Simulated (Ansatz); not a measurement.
**A workflow on CH3BF2S (methylthiodifluoroborane)**

Aim: a geometry optimisation (singlet CH3BF2S, HF/6-31G), then a geometry optimisation (singlet CH3BF2S, HF/6-31G), then a band of images between two shapes (singlet CH3BF2S, HF/6-31G), then a saddle-point search (singlet CH3BF2S, HF/6-31G), then vibrational wavenumbers (singlet CH3BF2S, HF/6-31G), then the energy (singlet CH3BF2S, MP2/6-31G*) of CH3BF2S. 

Program for the calculation: Ansatz 0.2.0.

## (1) The molecule

The species is CH3BF2S (8 atoms), meant as a singlet with charge 0. As SMILES, `CSB(F)F`. The coordinates come from a PBE0-D4/def2-TZVP relaxation. The run starts from this shape.

Bond lengths: C1–S2 1.812 Å, S2–B3 1.791 Å, B3–F4 1.320 Å, B3–F5 1.323 Å, C1–H6 1.088 Å, C1–H7 1.089 Å, C1–H8 1.088 Å. Angles: C1–S2–B3 101.2°, S2–B3–F4 119.6°, S2–B3–F5 122.5°, F4–B3–F5 117.9°, S2–C1–H6 110.8°, S2–C1–H7 106.5°, S2–C1–H8 110.8°, H6–C1–H7 109.3°, H6–C1–H8 110.0°, H7–C1–H8 109.3°.

## (2) A structure relaxation at HF/6-31G (run 1)

File run.yaml:

```yaml
basis:
  gaussian: {orbitals: 6-31G}
crystal:
  periodic: [false, false, false]
  atoms:
    - symbol: C
      position_ang: [-0.803300, 0.136900, 0.921900]
    - symbol: S
      position_ang: [0.719300, -0.779600, 0.569900]
    - symbol: B
      position_ang: [1.068100, -0.245300, -1.103500]
    - symbol: F
      position_ang: [2.133800, -0.711800, -1.727700]
    - symbol: F
      position_ang: [0.295400, 0.609600, -1.753200]
    - symbol: H
      position_ang: [-0.637500, 1.209000, 0.840300]
    - symbol: H
      position_ang: [-1.080700, -0.107300, 1.946100]
    - symbol: H
      position_ang: [-1.603000, -0.168600, 0.250500]
magnetization: {spin_polarized: false}
hamiltonian: {xc: hf}
relax: {}
```

Launch:

```
ansatz run run.yaml --threads 1 --pin off --max-ram 2610MiB --events-out events.jsonl --progress --plain --runs-dir runs
```

The log of the run:

```text
Warning: RAYON_NUM_THREADS=1 ignored (pool sized by the plan → 1); use --threads N
The last accepted step is kept in runs//last_step.txt (removed where the run ends without a failure and the disk answers)
[... 55 lines left out ...]
Total energy: -17979.08252763 eV, -660.7190962307 hartree
[... 8 lines left out ...]
Dipole moment:    -0.461319     0.179041     0.317113 e Å
```

It took 19 s on 1 thread of Arm Neoverse N1, shared host; peak memory 0.13 GiB.

The path in brief:

```
step  energy from the first frame kept (eV)  largest force (eV/Å)
   1                                 0.0000                1.7780
   2                                -0.0905                0.9291
   3                                -0.1115                0.3290
   4                                -0.1125                0.1841
   5                                -0.1124                0.1817
   6                                -0.1127                0.1723
   7                                -0.1142                0.0064
```

After the run. Bond lengths: C1–S2 1.885 Å, S2–B3 1.816 Å, B3–F4 1.347 Å, B3–F5 1.354 Å, C1–H6 1.076 Å, C1–H7 1.076 Å, C1–H8 1.076 Å. Angles: C1–S2–B3 102.3°, S2–B3–F4 120.7°, S2–B3–F5 122.2°, F4–B3–F5 117.1°, S2–C1–H6 109.8°, S2–C1–H7 105.6°, S2–C1–H8 109.7°, H6–C1–H7 110.4°, H6–C1–H8 110.6°, H7–C1–H8 110.5°.

## (3) Rotamer: a structure relaxation at HF/6-31G (run 2)

File in.yaml:

```yaml
basis:
  gaussian: {orbitals: 6-31G}
crystal:
  periodic: [false, false, false]
  atoms:
    - {symbol: C, position_ang: [2.210335, -0.222669, 1.435249]}
    - {symbol: S, position_ang: [0.719300, -0.779600, 0.569900]}
    - {symbol: B, position_ang: [1.068100, -0.245300, -1.103500]}
    - {symbol: F, position_ang: [2.133800, -0.711800, -1.727700]}
    - {symbol: F, position_ang: [0.295400, 0.609600, -1.753200]}
    - {symbol: H, position_ang: [3.099039, -0.687416, 1.013630]}
    - {symbol: H, position_ang: [2.099408, -0.533887, 2.472750]}
    - {symbol: H, position_ang: [2.300652, 0.860691, 1.392812]}
total_charge: 0
relax: {}
hamiltonian: {xc: hf}
```

Launch:

```
ansatz run in.yaml --threads 1 --pin off --max-ram 2610MiB --events-out events.jsonl --progress --plain --runs-dir runs
```

The log of the run, cut to the lines that bear on the results:

```text
Warning: RAYON_NUM_THREADS=1 ignored (pool sized by the plan → 1); use --threads N
[... 1 set-up line as earlier in the session ...]
[... 142 lines left out ...]
Total energy: -17979.08254838 eV, -660.7190969931 hartree
[... 8 lines left out ...]
Dipole moment:     0.383590    -0.012750     0.444072 e Å
```

Wall time 49 s (1 thread of Arm Neoverse N1, shared host); peak memory 0.13 GiB.

The path in brief:

```
step  energy from the first frame kept (eV)  largest force (eV/Å)
   1                                 0.0000                2.1076
   2                                -0.2396                0.9943
   3                                -0.2960                1.4092
   4                                -0.2682                1.8287
   5                                -0.3851                0.8121
   6                                -0.4441                0.2676
   7                                -0.4848                0.1577
   8                                -0.4913                0.4146
   9                                -0.4958                0.0588
  10                                -0.4959                0.0997
  11                                -0.4965                0.0132
  12                                -0.4966                0.0129
  13                                -0.4965                0.0947
  14                                -0.4966                0.0631
  15                                -0.4916                0.3001
  16                                -0.4966                0.1060
  17                                -0.4968                0.0100
  18                                -0.4969                0.0226
  19                                -0.4969                0.0186
  20                                -0.4969                0.0094
  21                                -0.4969                0.0103
```

After the run. Bond lengths: C1–S2 1.885 Å, S2–B3 1.816 Å, B3–F4 1.354 Å, B3–F5 1.347 Å, C1–H6 1.076 Å, C1–H7 1.076 Å, C1–H8 1.076 Å. Angles: C1–S2–B3 102.2°, S2–B3–F4 122.1°, S2–B3–F5 120.8°, F4–B3–F5 117.1°, S2–C1–H6 109.8°, S2–C1–H7 105.6°, S2–C1–H8 109.8°, H6–C1–H7 110.4°, H6–C1–H8 110.7°, H7–C1–H8 110.4°.

## (4) A band of images between two shapes at HF/6-31G (run 3)

File job.yaml:

```yaml
crystal:
  periodic: [false, false, false]
  atoms:
    - symbol: C
      position_ang: [-0.847608, 0.153481, 0.954479]
    - symbol: S
      position_ang: [0.738163, -0.790134, 0.570477]
    - symbol: B
      position_ang: [1.102621, -0.258604, -1.127422]
    - symbol: F
      position_ang: [2.184974, -0.727715, -1.778193]
    - symbol: F
      position_ang: [0.313855, 0.616439, -1.793838]
    - symbol: H
      position_ang: [-0.672036, 1.211709, 0.869576]
    - symbol: H
      position_ang: [-1.100384, -0.105305, 1.967920]
    - symbol: H
      position_ang: [-1.627485, -0.156971, 0.281301]
basis:
  gaussian:
    orbitals: 6-31G
hamiltonian:
  xc: hf
neb:
  images: 7
  max_iterations: 60
  final_atoms:
    - {symbol: C, position_ang: [2.267113, -0.306103, 1.471029]}
    - {symbol: S, position_ang: [0.586759, -0.394822, 0.622105]}
    - {symbol: B, position_ang: [1.020161, -0.115358, -1.119095]}
    - {symbol: F, position_ang: [2.297411, 0.087514, -1.518735]}
    - {symbol: F, position_ang: [0.068690, -0.102113, -2.073108]}
    - {symbol: H, position_ang: [2.915422, -1.068829, 1.076552]}
    - {symbol: H, position_ang: [2.073550, -0.480288, 2.515081]}
    - {symbol: H, position_ang: [2.696928, 0.669618, 1.326112]}
```

Launch:

```
ansatz run job.yaml --threads 1 --pin off --max-ram 2610MiB --events-out events.jsonl --progress --plain --runs-dir runs
```

The log of the run:

```text
Warning: RAYON_NUM_THREADS=1 ignored (pool sized by the plan → 1); use --threads N
[... 684 lines left out ...]
Total energy: -17978.62339138 eV, -660.7022232845 hartree
[... 8 lines left out ...]
Dipole moment:    -0.496146    -0.122530     0.209588 e Å
this run last wrote the band of iteration 12 to runs//neb_band.json
```

Wall time 3.3 min (1 thread of Arm Neoverse N1, shared host); peak memory 0.11 GiB.

## (5) Saddle: a saddle-point search at HF/6-31G (run 4)

File in.yaml:

```yaml
crystal:
  periodic: [false, false, false]
  atoms:
    - {symbol: C, position_ang: [-0.901337, -0.349581, 0.844564]}
    - {symbol: S, position_ang: [0.977600, -0.072851, 0.799852]}
    - {symbol: B, position_ang: [1.185950, 0.403280, -0.980858]}
    - {symbol: F, position_ang: [1.410816, -0.507524, -1.949680]}
    - {symbol: F, position_ang: [1.117206, 1.683273, -1.399195]}
    - {symbol: H, position_ang: [-1.411781, 0.565805, 0.599674]}
    - {symbol: H, position_ang: [-1.116136, -0.635032, 1.859623]}
    - {symbol: H, position_ang: [-1.170217, -1.144471, 0.170320]}
basis:
  gaussian: {orbitals: 6-31G}
saddle:
  max_steps: 60
hamiltonian: {xc: hf}
```

Launch:

```
ansatz run in.yaml --threads 1 --pin off --max-ram 2610MiB --events-out events.jsonl --progress --plain --runs-dir runs
```

The log of the run:

```text
Warning: RAYON_NUM_THREADS=1 ignored (pool sized by the plan → 1); use --threads N
[... 352 lines left out ...]
Total energy: -17978.62335708 eV, -660.7022220240 hartree
[... 8 lines left out ...]
Dipole moment:    -0.498000    -0.122452     0.210681 e Å
```

It took 92 s on 1 thread of Arm Neoverse N1, shared host; peak memory 0.1 GiB.

After the run. Bond lengths: C1–S2 1.899 Å, S2–B3 1.855 Å, B3–F4 1.349 Å, B3–F5 1.349 Å, C1–H6 1.076 Å, C1–H7 1.076 Å, C1–H8 1.076 Å. Angles: C1–S2–B3 99.9°, S2–B3–F4 122.4°, S2–B3–F5 122.4°, F4–B3–F5 115.2°, S2–C1–H6 109.9°, S2–C1–H7 105.0°, S2–C1–H8 109.9°, H6–C1–H7 110.2°, H6–C1–H8 111.5°, H7–C1–H8 110.2°.

## (6) Saddle: the harmonic vibrations at HF/6-31G (run 5)

File job.yaml:

```yaml
crystal:
  periodic: [false, false, false]
  atoms:
    - {symbol: C, position_ang: [-0.901658, -0.349255, 0.844982]}
    - {symbol: S, position_ang: [0.977438, -0.076076, 0.798447]}
    - {symbol: B, position_ang: [1.185320, 0.402145, -0.981489]}
    - {symbol: F, position_ang: [1.417661, -0.505750, -1.951196]}
    - {symbol: F, position_ang: [1.113235, 1.682481, -1.398740]}
    - {symbol: H, position_ang: [-1.411026, 0.566885, 0.600359]}
    - {symbol: H, position_ang: [-1.116038, -0.633649, 1.860479]}
    - {symbol: H, position_ang: [-1.172830, -1.143882, 0.171457]}
basis:
  gaussian:
    orbitals: 6-31G
hamiltonian:
  xc: hf
phonons:
  temperatures: {t_min: 100, t_max: 600, t_step: 100}
```

Launch:

```
ansatz run job.yaml --threads 1 --pin off --max-ram 2610MiB --events-out events.jsonl --progress --plain --runs-dir runs
```

The log of the run:

```text
Warning: RAYON_NUM_THREADS=1 ignored (pool sized by the plan → 1); use --threads N
[... 263 lines left out ...]
WARN: phonons: modes at or below zero, which the zero-point energy, F, S and C_V leave out: 1, the lowest at -110.65 cm⁻¹. A minimum has none, and a first-order saddle one
Total energy: -17978.62335708 eV, -660.7022220240 hartree
[... 8 lines left out ...]
Dipole moment:    -0.498000    -0.122451     0.210682 e Å
Vibrations: -110.65 143.49 146.19 330.97 417.08 625.03 651.75 681.56 1082.98 1103.67 1252.59 1404.67 1513.46 1631.93 1632.86 3255.44 3368.47 3375.19 cm⁻¹, zero-point energy 1.402096 eV
```

Run time: 70 s. Hardware: 1 thread of Arm Neoverse N1, shared host; peak memory 0.1 GiB.

## (7) Saddle: the energy at MP2/6-31G(d) (Cartesian functions) (run 6)

File in.yaml:

```yaml
crystal:
  periodic: [false, false, false]
  atoms:
    - {symbol: C, position_ang: [-0.901658, -0.349255, 0.844982]}
    - {symbol: S, position_ang: [0.977438, -0.076076, 0.798447]}
    - {symbol: B, position_ang: [1.185320, 0.402145, -0.981489]}
    - {symbol: F, position_ang: [1.417661, -0.505750, -1.951196]}
    - {symbol: F, position_ang: [1.113235, 1.682481, -1.398740]}
    - {symbol: H, position_ang: [-1.411026, 0.566885, 0.600359]}
    - {symbol: H, position_ang: [-1.116038, -0.633649, 1.860479]}
    - {symbol: H, position_ang: [-1.172830, -1.143882, 0.171457]}
basis:
  gaussian: {orbitals: "6-31G*"}
correlation: {method: mp2}
```

Launch:

```
ansatz run in.yaml --threads 1 --pin off --max-ram 2610MiB --events-out events.jsonl --progress --plain --runs-dir runs
```

The log of the run:

```text
Warning: RAYON_NUM_THREADS=1 ignored (pool sized by the plan → 1); use --threads N
Functional definition: HF
  name "HF"
  exchange = exact_x
  correlation = 0
798 factors; integrals over basis functions are off by at most 1.1e-3 eV
mean field evaluation 1: about -17979.3159 eV, gradient 3.4e1 eV
mean field evaluation 2: about -17979.3735 eV, gradient 3.4e1 eV
mean field evaluation 4: about -17981.8274 eV, gradient 2.8e0 eV
mean field evaluation 8: about -17981.8565 eV, gradient 1.5e-1 eV
mean field -17981.85664573 eV, -660.8210431904 hartree, gradient 9.5e-6 eV, S^2 0.000000; 0 other end points of the search recorded, 0 dependent functions left out
9 core orbitals not correlated: weight in the atoms' cores, before any rotation towards them, 1.000 or more for the frozen orbitals, at most 0.000 for the correlated occupied ones
reference -17981.85664573 eV, -660.8210431904 hartree; 15, 15 occupied and 61, 61 virtual orbitals, 798 factors
second order -18.20187563 eV of doubles, -0.00000000 eV of singles
Total energy: -18000.05852136 eV, -661.4899497822 hartree
```

Wall time 1.8 s (1 thread of Arm Neoverse N1, shared host); peak memory 0.12 GiB.

## (8) Results

| quantity | value |
| --- | --- |
| run 1, HF/6-31G: total energy at the end | -660.71910 Eh |
| run 1, HF/6-31G: dipole moment | 2.82 D |
| rotamer: total energy at the end | -660.71910 Eh |
| rotamer: dipole moment | 2.82 D |
| run 3, HF/6-31G: total energy | -660.70222 Eh |
| run 3, HF/6-31G: dipole moment | 2.65 D |
| saddle, run 4: total energy at the end | -660.70222 Eh |
| saddle, run 4: dipole moment | 2.66 D |
| saddle, run 5: total energy | -660.70222 Eh |
| saddle, run 5: dipole moment | 2.66 D |
| saddle, run 5: largest force on an atom | 0.001 eV/Å |
| saddle, run 5: lowest harmonic wavenumber | 111i cm⁻¹ (imaginary) |
| saddle, run 5: highest harmonic wavenumber | 3375 cm⁻¹ |
| saddle, run 6: total energy | -661.48995 Eh |
| saddle, run 6: correlation energy (9 core orbitals frozen) | -668.9 mEh |

In words: The optimisation (run 1, HF/6-31G) took 6 steps and changed the energy by -0.114 eV. The optimisation (rotamer) took 20 steps and changed the energy by -0.497 eV. Mulliken charges (run 3, HF/6-31G) run from -0.68 on C1 to +0.84 on B3. 1 mode is imaginary (lowest 111i cm⁻¹): a first-order saddle point. Mulliken charges (saddle, run 5) run from -0.68 on C1 to +0.84 on B3.
